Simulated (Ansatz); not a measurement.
Runs of Ansatz 0.2.0 on TaWC2. Symmetry: R-3m, No. 166, trigonal system. The conventional cell has a = 3.144 Å, b = 3.144 Å, c = 15.305 Å, α = 90.00°, β = 90.00°, γ = 120.00°. Around W (site symmetry -3m) lie 6 C at 2.21 Å. Around Ta (site symmetry -3m) lie 6 C at 2.23 Å. C (site symmetry 3m) is surrounded by 3 W at 2.21 Å and 3 Ta at 2.23 Å. The cell comes from a database or a generator and needn't be the stable form of this composition.

| task | level | cell | k mesh | points for each segment of the path | mesh quality | gap on the mesh (eV) | pressure (GPa) | relaxed volume (Å³/atom) | largest force (eV/Å) |
| --- | --- | --- | --- | --- | --- | --- | --- | --- | --- |
| single point | PBE0 | as given | 8 × 8 × 8 | - | not flagged | none | -10.6 | - | 0.08 |
| band structure | HSE06 | as given | 8 × 8 × 8 | 4 | not flagged | none | -10.5 | - | (a) |
| relaxation of cell and atoms | PBE0 | relaxed | 6 × 6 × 6 | - | coarse | none | 0.0 | 10.60 | - |
| relaxation of cell and atoms | HSE06 | relaxed | 6 × 6 × 6 | - | coarse | none | 0.0 | 10.60 | - |

Alike in all rows: potentials or basis Ansatz PAW; no spin polarisation; cutoff (eV) 420; smearing fermi-dirac 0.05 eV.

Task: Estimate the missing entries.

Result: (a) 0.03.

Caveats: some runs use coarse meshes; the PAW data sets come from PBE, with cores solved anew for the run's functional, which leaves a small shift of forces and pressure; the thresholds are loose for stress (some runs); the plane-wave basis is chosen anew once the cell has moved, so the energies of steps on either side of that aren't comparable (some runs); spin-orbit coupling is left out, which moves the levels of the heavy elements (some runs).

A k mesh can miss the band edges, and the runs leave out spin-orbit coupling on Ta, W.

A gap of «none» marks a metal or a gap under the smearing width.
